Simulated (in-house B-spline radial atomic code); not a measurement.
**Cu: excited configurations**

Wanted: excitation energies of Cu as differences of total energies (ΔSCF).

Method: scalar-relativistic (spin-free one-electron X2C) LDA (Slater, PW92), spin-polarised, spherical fractional occupations, Fermi nucleus, basis-set limit. Code: in-house B-spline radial atomic code version 1.

### 1 The system

* element: copper (Z = 29)
* charge: 0
* electrons: 29
* configuration: [Ar] 3d10 4s1
* Hamiltonian: scalar-relativistic (X2C)
* nucleus: Fermi, rms radius 3.882 fm

The outer shells:

[Ar] 3d10 4s1
```
[Ar] core
3d [↑↓][↑↓][↑↓][↑↓][↑↓]
4s [↑ ]
```

Where spins are not typed, each open shell is filled with up spins first.

Settings, as recorded:

```ini
Z = 29
electrons = 29.0
configuration = [Ar] 3d10 4s1
hamiltonian = x2c
method = lda,pw
spin_polarised = True
nucleus = fermi
rms_radius = 3.8823
mass_number = 63
atomic_mass = 62.929597119
speed_of_light = 137.035999084
```

This reference run was done before. Its total energy is -1651.967406 hartree, and its levels are (the highest eight at most):

```
orbital  occupation  energy (eV)  <r> (bohr)
  2p up           3      -915.61      0.2065
3s down           1      -114.00      0.7132
  3s up           1      -113.97      0.7135
3p down           3      -71.915      0.7499
  3p up           3      -71.905      0.7507
  3d up           5       -5.338       1.059
3d down           5       -5.185       1.035
  4s up           1       -5.176       2.871
```

### 2 Run with [Ne] 3s2 3p5 3d10 4s1 5p1

The settings differ from step 1 so:

```diff
@@ -2,3 +2,3 @@
 electrons = 29.0
-configuration = [Ar] 3d10 4s1
+configuration = [Ne] 3s2 3p5 3d10 4s1 5p1
 hamiltonian = x2c
```

From the run's result record (rounded, not every field):

```text
{
  "status": "converged",
  "iterations": 11,
  "energy [hartree]": {"total": -1649.1386049, "kinetic": 1676.71245973, "nuclear": -3966.21516563, "coulomb": 704.919145457, "xc": -64.55504446},
  "orbitals [hartree, bohr; first row names the columns]": [
    ["name", "occ", "eps", "<r>"],
    ["1s up", 1.0, -324.93438, 0.051863],
    ["1s down", 1.0, -324.90905, 0.051861],
    ["2s up", 1.0, -39.445613, 0.23535],
    ["2s down", 1.0, -39.423897, 0.23532],
    ["2p up", 3.0, -34.1787, 0.2064],
    ["2p down", 3.0, -34.151323, 0.20639],
    ["3s up", 1.0, -4.6808212, 0.7095],
    ["3s down", 1.0, -4.6239874, 0.71058],
    ["3p up", 3.0, -3.1290882, 0.74307],
    ["3p down", 2.0, -3.0737502, 0.74471],
    ["3d up", 5.0, -0.63883957, 0.92829],
    ["3d down", 5.0, -0.5903772, 0.93296],
    ["4s up", 1.0, -0.41806384, 2.4373],
    ["5p up", 1.0, -0.043024577, 9.9366]
  ],
  "sum_r [bohr^k]": {"-1": 137.8371, "1": 28.63168, "2": 133.2369},
  "energy_minus_base [hartree]": 2.82880103
}
```

Wall time 0.56 s (1 thread, shared host).

energy_minus_base is the energy less that of the reference run.

### 3 Configuration [Ar] 3d10 4p1

The settings differ from step 2 so:

```diff
@@ -2,3 +2,3 @@
 electrons = 29.0
-configuration = [Ne] 3s2 3p5 3d10 4s1 5p1
+configuration = [Ar] 3d10 4p1
 hamiltonian = x2c
```

From the record:

```text
{
  "status": "converged",
  "iterations": 14,
  "energy [hartree]": {"total": -1651.80924478, "kinetic": 1679.41220253, "nuclear": -3982.41393694, "coulomb": 716.233441237, "xc": -65.0409516038},
  "orbitals [hartree, bohr; first row names the columns]": [
    ["name", "occ", "eps", "<r>"],
    ["1s up", 1.0, -324.37088, 0.051866],
    ["1s down", 1.0, -324.37044, 0.051866],
    ["2s up", 1.0, -39.002159, 0.23542],
    ["2s down", 1.0, -39.002944, 0.23543],
    ["2p up", 3.0, -33.718594, 0.20653],
    ["2p down", 3.0, -33.719004, 0.20654],
    ["3s up", 1.0, -4.2639746, 0.71379],
    ["3s down", 1.0, -4.2650152, 0.71368],
    ["3p up", 3.0, -2.7184215, 0.75098],
    ["3p down", 3.0, -2.7192267, 0.75069],
    ["3d up", 5.0, -0.26942512, 1.0375],
    ["3d down", 5.0, -0.26728328, 1.0221],
    ["4p up", 1.0, -0.075136863, 4.287]
  ],
  "sum_r [bohr^k]": {"-1": 138.3949, "1": 22.33138, "2": 42.67242},
  "energy_minus_base [hartree]": 0.158161161
}
```

Run time: 0.3 s. Hardware: 1 thread, shared host.

### 4 Run with [Ne] 3s2 3p5 3d10 4s1 4p1

The settings differ from step 3 so:

```diff
@@ -2,3 +2,3 @@
 electrons = 29.0
-configuration = [Ar] 3d10 4p1
+configuration = [Ne] 3s2 3p5 3d10 4s1 4p1
 hamiltonian = x2c
```

From the record:

```text
{
  "status": "converged",
  "iterations": 12,
  "energy [hartree]": {"total": -1649.2616223, "kinetic": 1676.82868573, "nuclear": -3970.98476618, "coulomb": 709.563919815, "xc": -64.6694616668},
  "orbitals [hartree, bohr; first row names the columns]": [
    ["name", "occ", "eps", "<r>"],
    ["1s up", 1.0, -324.76952, 0.051863],
    ["1s down", 1.0, -324.74387, 0.051861],
    ["2s up", 1.0, -39.283459, 0.23536],
    ["2s down", 1.0, -39.261872, 0.23532],
    ["2p up", 3.0, -34.01631, 0.2064],
    ["2p down", 3.0, -33.988818, 0.2064],
    ["3s up", 1.0, -4.5171233, 0.70937],
    ["3s down", 1.0, -4.4602805, 0.71041],
    ["3p up", 3.0, -2.965221, 0.74293],
    ["3p down", 2.0, -2.9097638, 0.74445],
    ["3d up", 5.0, -0.47614373, 0.93621],
    ["3d down", 5.0, -0.42641987, 0.9369],
    ["4s up", 1.0, -0.28859427, 2.5927],
    ["4p up", 1.0, -0.095721513, 3.7061]
  ],
  "sum_r [bohr^k]": {"-1": 138.0015, "1": 22.61475, "2": 40.87186},
  "energy_minus_base [hartree]": 2.70578364
}
```

Wall time 0.27 s (1 thread, shared host).

### 5 1s2 2s2 2p6 3s2 3p3,2 3d10 4s1,0 5d0,1

In configurations, two counts after a shell (as in p1,2) give the electrons with spin up and with spin down.

The settings differ from step 4 so:

```diff
@@ -2,3 +2,3 @@
 electrons = 29.0
-configuration = [Ne] 3s2 3p5 3d10 4s1 4p1
+configuration = 1s2 2s2 2p6 3s2 3p3,2 3d10 4s1,0 5d0,1
 hamiltonian = x2c
```

From the record:

```text
{
  "status": "converged",
  "iterations": 13,
  "energy [hartree]": {"total": -1649.10231639, "kinetic": 1676.67692747, "nuclear": -3964.81708968, "coulomb": 703.56527333, "xc": -64.5274275031},
  "orbitals [hartree, bohr; first row names the columns]": [
    ["name", "occ", "eps", "<r>"],
    ["1s up", 1.0, -324.98248, 0.051863],
    ["1s down", 1.0, -324.95724, 0.051861],
    ["2s up", 1.0, -39.493067, 0.23535],
    ["2s down", 1.0, -39.471404, 0.23532],
    ["2p up", 3.0, -34.226213, 0.2064],
    ["2p down", 3.0, -34.198921, 0.20639],
    ["3s up", 1.0, -4.7284231, 0.70951],
    ["3s down", 1.0, -4.67171, 0.7106],
    ["3p up", 3.0, -3.1766928, 0.74306],
    ["3p down", 2.0, -3.1215016, 0.74473],
    ["3d up", 5.0, -0.68617404, 0.92743],
    ["3d down", 5.0, -0.63811264, 0.93296],
    ["4s up", 1.0, -0.46242908, 2.4318],
    ["5d down", 1.0, -0.021844982, 18.573]
  ],
  "sum_r [bohr^k]": {"-1": 137.7889, "1": 37.25785, "2": 413.9873},
  "energy_minus_base [hartree]": 2.86508955
}
```

Run time: 0.65 s. Hardware: 1 thread, shared host.

### 6 Configuration 1s2 2s2 2p6 3s2 3p3,2 3d10 4s2

The settings differ from step 5 so:

```diff
@@ -2,3 +2,3 @@
 electrons = 29.0
-configuration = 1s2 2s2 2p6 3s2 3p3,2 3d10 4s1,0 5d0,1
+configuration = 1s2 2s2 2p6 3s2 3p3,2 3d10 4s2
 hamiltonian = x2c
```

From the record:

```text
{
  "status": "converged",
  "iterations": 13,
  "energy [hartree]": {"total": -1649.42011563, "kinetic": 1676.98914211, "nuclear": -3973.10201615, "coulomb": 711.396843171, "xc": -64.7040847663},
  "orbitals [hartree, bohr; first row names the columns]": [
    ["name", "occ", "eps", "<r>"],
    ["1s up", 1.0, -324.70269, 0.051863],
    ["1s down", 1.0, -324.6795, 0.051861],
    ["2s up", 1.0, -39.221929, 0.23536],
    ["2s down", 1.0, -39.200115, 0.23532],
    ["2p up", 3.0, -33.954257, 0.20641],
    ["2p down", 3.0, -33.927173, 0.2064],
    ["3s up", 1.0, -4.450956, 0.70897],
    ["3s down", 1.0, -4.3947932, 0.71045],
    ["3p up", 3.0, -2.8984386, 0.74224],
    ["3p down", 2.0, -2.844569, 0.74483],
    ["3d up", 5.0, -0.4075665, 0.93427],
    ["3d down", 5.0, -0.36659701, 0.95554],
    ["4s up", 1.0, -0.22425602, 2.6829],
    ["4s down", 1.0, -0.22283251, 2.6958]
  ],
  "sum_r [bohr^k]": {"-1": 138.0749, "1": 21.77639, "2": 33.90474},
  "energy_minus_base [hartree]": 2.54729031
}
```

Run time: 0.29 s. Hardware: 1 thread, shared host.

### 7 Configuration 1s2 2s2 2p6 3s2 3p2,3 3d10 4s0,1 4p1,0

The settings differ from step 6 so:

```diff
@@ -2,3 +2,3 @@
 electrons = 29.0
-configuration = 1s2 2s2 2p6 3s2 3p3,2 3d10 4s2
+configuration = 1s2 2s2 2p6 3s2 3p2,3 3d10 4s0,1 4p1,0
 hamiltonian = x2c
```

From the record:

```text
{
  "status": "converged",
  "iterations": 13,
  "energy [hartree]": {"total": -1649.24041326, "kinetic": 1676.8016875, "nuclear": -3970.60132064, "coulomb": 709.195740654, "xc": -64.6365207696},
  "orbitals [hartree, bohr; first row names the columns]": [
    ["name", "occ", "eps", "<r>"],
    ["1s up", 1.0, -324.75797, 0.051861],
    ["1s down", 1.0, -324.78241, 0.051863],
    ["2s up", 1.0, -39.275033, 0.23532],
    ["2s down", 1.0, -39.297033, 0.23536],
    ["2p up", 3.0, -34.002331, 0.2064],
    ["2p down", 3.0, -34.029592, 0.20641],
    ["3s up", 1.0, -4.4732251, 0.71049],
    ["3s down", 1.0, -4.5300902, 0.70926],
    ["3p up", 2.0, -2.9229197, 0.74469],
    ["3p down", 3.0, -2.9779428, 0.74265],
    ["3d up", 5.0, -0.44171407, 0.94416],
    ["3d down", 5.0, -0.48679291, 0.92941],
    ["4s down", 1.0, -0.279985, 2.568],
    ["4p up", 1.0, -0.084036883, 3.9431]
  ],
  "sum_r [bohr^k]": {"-1": 137.9883, "1": 22.82879, "2": 43.03952},
  "energy_minus_base [hartree]": 2.72699268
}
```

Wall time 0.29 s (1 thread, shared host).

### 8 Configuration 1s2 2s2 2p6 3s2 3p6 3d4,5 4s0,1 4f1,0

The settings differ from step 7 so:

```diff
@@ -2,3 +2,3 @@
 electrons = 29.0
-configuration = 1s2 2s2 2p6 3s2 3p2,3 3d10 4s0,1 4p1,0
+configuration = 1s2 2s2 2p6 3s2 3p6 3d4,5 4s0,1 4f1,0
 hamiltonian = x2c
```

From the record:

```text
{
  "status": "converged",
  "iterations": 11,
  "energy [hartree]": {"total": -1651.57929611, "kinetic": 1679.23934513, "nuclear": -3971.21268058, "coulomb": 705.082828332, "xc": -64.6887889899},
  "orbitals [hartree, bohr; first row names the columns]": [
    ["name", "occ", "eps", "<r>"],
    ["1s up", 1.0, -324.76933, 0.051867],
    ["1s down", 1.0, -324.7717, 0.051867],
    ["2s up", 1.0, -39.410334, 0.2354],
    ["2s down", 1.0, -39.433638, 0.23547],
    ["2p up", 3.0, -34.127135, 0.20652],
    ["2p down", 3.0, -34.145393, 0.20659],
    ["3s up", 1.0, -4.6439833, 0.71123],
    ["3s down", 1.0, -4.6863506, 0.71089],
    ["3p up", 3.0, -3.0938391, 0.74589],
    ["3p down", 3.0, -3.135907, 0.74555],
    ["3d up", 4.0, -0.61634499, 0.94105],
    ["3d down", 5.0, -0.66006809, 0.94199],
    ["4s down", 1.0, -0.46638019, 2.4293],
    ["4f up", 1.0, -0.017132858, 17.142]
  ],
  "sum_r [bohr^k]": {"-1": 138.0092, "1": 35.75554, "2": 341.8641},
  "energy_minus_base [hartree]": 0.38810983
}
```

Run time: 0.67 s. Hardware: 1 thread, shared host.

### 9 The excitation energies

| net move | configuration | 2|M_S|+1 | energy above the reference (eV) | largest <r> (bohr) |
| --- | --- | --- | --- | --- |
| 4s → 4p | [Ar] 3d10 4p1 | 2 | 4.304 | 4.29 |
| 3d → 4f, spins typed | 1s2 2s2 2p6 3s2 3p6 3d4,5 4s0,1 4f1,0 | 2 | 10.561 | 17.1 |
| 3p → 4s, spins typed | 1s2 2s2 2p6 3s2 3p3,2 3d10 4s2 | 2 | 69.315 | 2.70 |
| 3p → 4p | [Ne] 3s2 3p5 3d10 4s1 4p1 | 4 | 73.628 | 3.71 |
| 3p → 4p, spins typed | 1s2 2s2 2p6 3s2 3p2,3 3d10 4s0,1 4p1,0 | 2 | 74.205 | 3.94 |
| 3p → 5p | [Ne] 3s2 3p5 3d10 4s1 5p1 | 4 | 76.976 | 9.94 |
| 3p → 5d, spins typed | 1s2 2s2 2p6 3s2 3p3,2 3d10 4s1,0 5d0,1 | 2 | 77.963 | 18.6 |

The energies run from 4.304 eV (4s → 4p) to 77.963 eV (3p → 5d, spins typed). 6 of them lie more than 60 % above minus the reference's highest level (5.176 eV), in the range where a state can decay by emitting an electron. The reference has 2|M_S|+1 = 2; 2 of the configurations differ from it in spin. These are spherical averages at the typed spins, not spectroscopic levels.
